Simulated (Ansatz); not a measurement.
# Ga₂F (doublet): from Hartree-Fock to the top rungs at a displaced geometry (v1), cc-pVDZ

How much of the correlation energy of Ga₂F (doublet) does each wave-function method recover here?

Method: cc-pVDZ, core rule «outside noble gas», up to 29 orbitals frozen; program: Ansatz 0.2.0, Gaussian basis.

Plan: UHF; CCSD(T) on ROHF; CCSD(T) on UHF; BCCD(T) on ROHF; CISD; CCSDT(Q) on ROHF; CCSDT(Q) on UHF.

29 further runs of the same task are left out: 8 for a known fault of the program, 10 that didn't finish, 11 set aside as unsound or not needed.

## Step 1: The geometry

The geometry is a PBE0/def2-TZVP stationary point (not a proven minimum) with its atoms shifted at random (size 0.040 Å). No spin-orbit coupling is included. The filled d shell of Ga may be among the frozen orbitals whatever the setting's name suggests; the logs give the count.

3 atoms, charge 0, spin multiplicity 2.

Atoms are counted from 1 here; the program's logs count them from 0.

Bond lengths: F1–Ga2 2.004 Å, F1–Ga3 2.093 Å. Angles: Ga2–F1–Ga3 90.5°.

Geometry (Å):

| atom | x (Å) | y (Å) | z (Å) |
| --- | --- | --- | --- |
| F1 | -0.0204 | -1.2695 | 0.0286 |
| Ga2 | -0.0212 | 0.1433 | 1.4504 |
| Ga3 | 0.0268 | 0.2026 | -1.4582 |

## Step 2: UHF

Contents of in.yaml:

```yaml
crystal:
  periodic: [false, false, false]
  atoms:
    - {symbol: F, position_ang: [-0.020373, -1.269498, 0.028568]}
    - {symbol: Ga, position_ang: [-0.021206, 0.143304, 1.450387]}
    - {symbol: Ga, position_ang: [0.026758, 0.202614, -1.458172]}
basis:
  gaussian: {orbitals: cc-pVDZ}
magnetization: {spin_polarized: true, initial_magnetization: 1}
hamiltonian: {xc: hf}
output: {orbitals: {seedname: orbitals}}
```

Command:

```
ansatz run in.yaml --threads 1 --pin off --events-out ev --progress --plain --max-ram 2393MiB
```

After this run come: CCSD(T) on ROHF; CCSD(T) on UHF; BCCD(T) on ROHF; CISD; CCSDT(Q) on ROHF; CCSDT(Q) on UHF.

**Question.** What will the summary of the whole plan be? Wanted: UCCSDT(Q) below the RHF energy; RMP2 from UCCSDT(Q); UMP2 from UCCSDT(Q); RCCSD from UCCSDT(Q); RCCSD(T) from UCCSDT(Q); UCCSD(T) from UCCSDT(Q); RCCSDT(Q) from UCCSDT(Q); T1 diagnostic.

As calculated:

| quantity | value |
| --- | --- |
| UCCSDT(Q) below the RHF energy | -8.4979 eV |
| RMP2 from UCCSDT(Q) | +84.7 kJ/mol |
| UMP2 from UCCSDT(Q) | +87.0 kJ/mol |
| RCCSD from UCCSDT(Q) | +24.2 kJ/mol |
| RCCSD(T) from UCCSDT(Q) | +4.6 kJ/mol |
| UCCSD(T) from UCCSDT(Q) | +4.5 kJ/mol |
| RCCSDT(Q) from UCCSDT(Q) | +0.7 kJ/mol |
| levels within 1 kcal/mol (43 meV) | BCCD(T), RCCSDT, UCCSDT, RCCSDT(Q) |
| T1 diagnostic | 0.025 |

RCCSD(T) misses by +4.6 kJ/mol, 0.6 % of the correlation energy. These misses are within one basis, not against nature; the frozen cores of restricted and unrestricted runs differ, which can shift their rows.
